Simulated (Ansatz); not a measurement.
# HfB2: the cost of one run

Program: Ansatz 0.2.0. Level of theory: DFT PBE, scalar-relativistic, plane waves, PAW. These are calculated values, not measurements.

2 further runs of the same task are left out: 1 that didn't finish, 1 set aside as unsound or not needed.

## (1) The starting structure

The structure is hexagonal, space group P6/mmm (No. 191). Conventional cell: a = 3.145 Å, b = 3.145 Å, c = 3.487 Å, α = 90.00°, β = 90.00°, γ = 120.00°. Hf (site symmetry 6/mmm) has 12 B at 2.52 Å as nearest neighbours. Around B (site symmetry -6m2) lie 3 B at 1.82 Å and 6 Hf at 2.52 Å.

Coordinates:

```xyz
3
Lattice="3.1452 0.0000 0.0000 -1.5726 2.7238 0.0000 0.0000 0.0000 3.4870" Properties=species:S:1:pos:R:3 pbc="T T T"
Hf    0.0000    0.0000    0.0000
B     0.0000    1.8159    1.7435
B     1.5726    0.9079    1.7435
```

This cell was relaxed beforehand with the same method: volume 9.96 Å³/atom, gap on the mesh none (metal).

## (2) The bulk in the cell of the plane

Input file input.yaml:

```yaml
crystal:
  lattice:
    - [3.1451685378, 0.0, 0.0]
    - [0.0, 3.4870323116, 0.0]
    - [1.5725842689, 0.0, 2.7237958529]
  atoms:
    - { symbol: Hf, position: [0.0, 0.0, 0.0] }
    - { symbol: B, position: [0.3333333333, 0.5, 0.3333333333] }
    - { symbol: B, position: [0.6666666667, 0.5, 0.6666666667] }
basis:
  ecutwfc: 420
kpoints:
  mp_grid: { grid: [11, 10, 13] }
hamiltonian:
  xc: pbe
scf:
  occupations: { method: gaussian, width: 0.1 }
output:
  forces: true
  stress: true
  eigenvalues: true
```

On the command line:

```console
$ ansatz run input.yaml --threads 2 --pin off --max-ram 4096MiB --backend cpu --events-out ev --progress --plain --runs-dir out
```

Q: Estimate wall time and peak memory on 2 threads of Arm Neoverse V2, shared host.

About 4.6 s, with a peak of 0.48 GiB.
